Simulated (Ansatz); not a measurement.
# C₄H₄F₆O: basis-set convergence

The task here is to estimate one member of a computed series from the others.

Computed with Ansatz 0.2.0, Gaussian basis. Level: one geometry, several basis sets.

The runs, in order: PBE0-D4/def2-SVP; ωB97M-V/def2-SVP; PBE0-D4/def2-QZVPP; ωB97M-V/def2-QZVPP; the functionals' def2-TZVPP values are taken from earlier runs.

### The geometry

An earlier PBE0-D4 in a triple-zeta def2 set relaxation fixed the geometry.

SMILES `FC(F)O[C@@H](F)[C@H](F)C(F)F`, 15 atoms, charge 0, spin multiplicity 1.

Atoms are counted from 1 here; the program's logs count them from 0.

Bond lengths: F1–C2 1.349 Å, C2–F3 1.330 Å, C2–O4 1.374 Å, C2–H12 1.094 Å, O4–C5 1.387 Å, C5–F6 1.368 Å, C5–C7 1.516 Å, C5–H13 1.094 Å, C7–F8 1.365 Å, C7–C9 1.518 Å, C7–H14 1.095 Å, C9–F10 1.353 Å, C9–F11 1.349 Å, C9–H15 1.093 Å. Angles: F1–C2–F3 108.2°, F1–C2–O4 110.0°, F1–C2–H12 108.7°, F3–C2–O4 106.4°, F3–C2–H12 110.3°, O4–C2–H12 113.0°, C2–O4–C5 115.5°, O4–C5–F6 109.7°, O4–C5–C7 107.0°, O4–C5–H13 112.2°, F6–C5–C7 108.9°, F6–C5–H13 107.5°, C7–C5–H13 111.5°, C5–C7–F8 108.2°, C5–C7–C9 112.0°, C5–C7–H14 109.0°, F8–C7–C9 109.6°, F8–C7–H14 109.2° and more.

Set-up of the first run:

in.yaml reads:

```yaml
crystal:
  periodic: [false, false, false]
  atoms:
    - {symbol: F, position_ang: [-0.508247, -0.735460, -2.527670]}
    - {symbol: C, position_ang: [-0.511637, 0.556099, -2.138857]}
    - {symbol: F, position_ang: [-1.667016, 1.099738, -2.511236]}
    - {symbol: O, position_ang: [-0.468642, 0.635238, -0.767662]}
    - {symbol: C, position_ang: [0.736573, 0.270860, -0.186927]}
    - {symbol: F, position_ang: [1.666741, 1.251314, -0.401540]}
    - {symbol: C, position_ang: [0.490091, 0.144986, 1.303711]}
    - {symbol: F, position_ang: [1.663315, -0.218192, 1.899989]}
    - {symbol: C, position_ang: [-0.580577, -0.884918, 1.617768]}
    - {symbol: F, position_ang: [-0.205537, -2.097480, 1.147894]}
    - {symbol: F, position_ang: [-0.724233, -0.983407, 2.955406]}
    - {symbol: H, position_ang: [0.323402, 1.069932, -2.623474]}
    - {symbol: H, position_ang: [1.134214, -0.657414, -0.608183]}
    - {symbol: H, position_ang: [0.173398, 1.117130, 1.696275]}
    - {symbol: H, position_ang: [-1.543545, -0.619127, 1.173805]}
basis:
  gaussian: {orbitals: def2-SVP}
hamiltonian: {xc: pbe0, dispersion: d4}
output: {orbitals: {seedname: orbitals}}
```

Started as:

```sh
> ansatz run in.yaml --threads 4 --pin off --events-out ev --progress --plain --max-ram 66560MiB --backend cpu
```

Among the steps run: PBE0-D4 in def2-SVP; ωB97M-V in def2-SVP; PBE0-D4 in def2-QZVPP; ωB97M-V in def2-QZVPP.

One of the session's tables, all rows but one given; the rest of the session is left out.

It belongs to the step «Density functionals: the series». 

```
functional       basis  HOMO (eV)  LUMO (eV)
   PBE0-D4    def2-SVP      -9.72       1.66
   PBE0-D4  def2-TZVPP      -9.89       1.10
   PBE0-D4  def2-QZVPP      -9.94       0.73
   ωB97M-V    def2-SVP          ?          ?
   ωB97M-V  def2-TZVPP     -12.31       2.83
   ωB97M-V  def2-QZVPP     -12.36       1.98
```

Estimate the missing values for ωB97M-V, def2-SVP.

**Answer.** HOMO (eV): -12.11; LUMO (eV): 3.59. In the column «HOMO (eV)» it lies between ωB97M-V, def2-TZVPP (-12.31) and PBE0-D4, def2-QZVPP (-9.94).
